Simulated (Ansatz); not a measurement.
# CH5FNOSTa: one species, many methods

One table from this session's results is given with a row withheld; the runs are named, their logs left out.

Program: Ansatz 0.2.0, Gaussian basis. Level of theory: functionals in def2-TZVPP, the program's frozen cores in correlated methods. These are calculated values, not measurements.

Plan: LDA (SPW92), PBE-D4, revPBE-D4, BLYP-D4, r2SCAN-D4, B97M-V, PBE0-D4, B3LYP-D4, r2SCANh-D4, r2SCAN0-D4, HSE06-D4, BHLYP-D4, CAM-B3LYP-D4, LC-ωPBE, ωB97X-V, ωB97M-V, B2PLYP, PBE-QIDH; CCSD(T)/def2-SVP; CCSD(T)/def2-TZVPP; MP2/def2-QZVPP; extrapolation to the limit; RPA on PBE.

## The relaxed structure

An earlier PBE0-D4 in a triple-zeta def2 set relaxation fixed the geometry. Ta takes the def2 core potential; no spin-orbit term is included.

SMILES `C[O][Ta]([NH2])([F])=[S]`, 11 atoms, charge 0, spin multiplicity 1.

Atoms are counted from 1 here; the program's logs count them from 0.

Bond lengths: C1–O2 1.403 Å, C1–H7 1.093 Å, C1–H8 1.093 Å, C1–H9 1.092 Å, O2–Ta3 1.866 Å, Ta3–N4 1.964 Å, Ta3–F5 1.884 Å, Ta3–S6 2.166 Å, N4–H10 1.009 Å, N4–H11 1.011 Å. Angles: O2–C1–H7 110.5°, O2–C1–H8 109.4°, O2–C1–H9 109.3°, H7–C1–H8 109.3°, H7–C1–H9 109.4°, H8–C1–H9 109.0°, C1–O2–Ta3 148.0°, O2–Ta3–N4 109.2°, O2–Ta3–F5 108.1°, O2–Ta3–S6 110.6°, N4–Ta3–F5 110.6°, N4–Ta3–S6 106.5°, F5–Ta3–S6 111.9°, Ta3–N4–H10 125.1°, Ta3–N4–H11 124.1°, H10–N4–H11 110.7°.

The first run:

Input file in.yaml:

```yaml
crystal:
  periodic: [false, false, false]
  atoms:
    - {symbol: C, position_ang: [0.627211, -1.472579, -1.420931]}
    - {symbol: O, position_ang: [-0.206824, -0.634221, -0.665310]}
    - {symbol: Ta, position_ang: [-0.454872, 1.016282, 0.168002]}
    - {symbol: N, position_ang: [-0.526499, 0.751947, 2.112775]}
    - {symbol: F, position_ang: [-2.070311, 1.753041, -0.460814]}
    - {symbol: S, position_ang: [1.230495, 2.323362, -0.212431]}
    - {symbol: H, position_ang: [1.521427, -0.932967, -1.742412]}
    - {symbol: H, position_ang: [0.922553, -2.332769, -0.815075]}
    - {symbol: H, position_ang: [0.081939, -1.827116, -2.298692]}
    - {symbol: H, position_ang: [0.048386, 1.235137, 2.786001]}
    - {symbol: H, position_ang: [-1.108204, 0.062882, 2.569187]}
basis:
  gaussian: {orbitals: def2-TZVPP}
hamiltonian: {xc: lda}
output: {orbitals: {seedname: orbitals}}
```

On the command line:

```console
ansatz run in.yaml --threads 2 --pin off --events-out ev --progress --plain --max-ram 22528MiB --backend cuda --devices 0, --max-vram 18GiB
```

Among the steps run: LDA; PBE-D4 (GGA); revPBE-D4 (GGA); BLYP-D4 (GGA); r2SCAN-D4 (meta-GGA); B97M-V (meta-GGA); B3LYP-D4 (hybrid); r2SCANh-D4 (hybrid); r2SCAN0-D4 (hybrid); HSE06-D4 (hybrid); BHLYP-D4 (hybrid); CAM-B3LYP-D4 (range-separated); LC-ωPBE (range-separated); ωB97X-V (range-separated); ωB97M-V (range-separated); B2PLYP (double hybrid); PBE-QIDH (double hybrid).

One of the session's tables, all rows but one given; the rest of the session is left out.

It belongs to the step «Frontier levels by functional». 

```
  functional  HOMO (eV)  gap (eV)
 LDA (SPW92)      -6.39      4.11
      PBE-D4      -6.21      4.15
   revPBE-D4      -6.15      4.15
     BLYP-D4      -6.03      4.10
   r2SCAN-D4      -6.50      4.56
      B97M-V      -6.52      4.66
     PBE0-D4      -7.40      6.12
    B3LYP-D4      -7.14      5.67
  r2SCANh-D4      -6.93      5.29
  r2SCAN0-D4      -7.59      6.40
    HSE06-D4      -7.00      5.34
    BHLYP-D4      -8.39      8.07
CAM-B3LYP-D4      -8.64      8.47
     LC-ωPBE      -9.97     10.91
     ωB97X-V          ?         ?
     ωB97M-V      -9.51     10.29
```

Q: Estimate the row for ωB97X-V from the others.

**Answer.** HOMO (eV): -9.65; gap (eV): 10.50. In the column «HOMO (eV)» it lies between LC-ωPBE (-9.97) and ωB97M-V (-9.51).
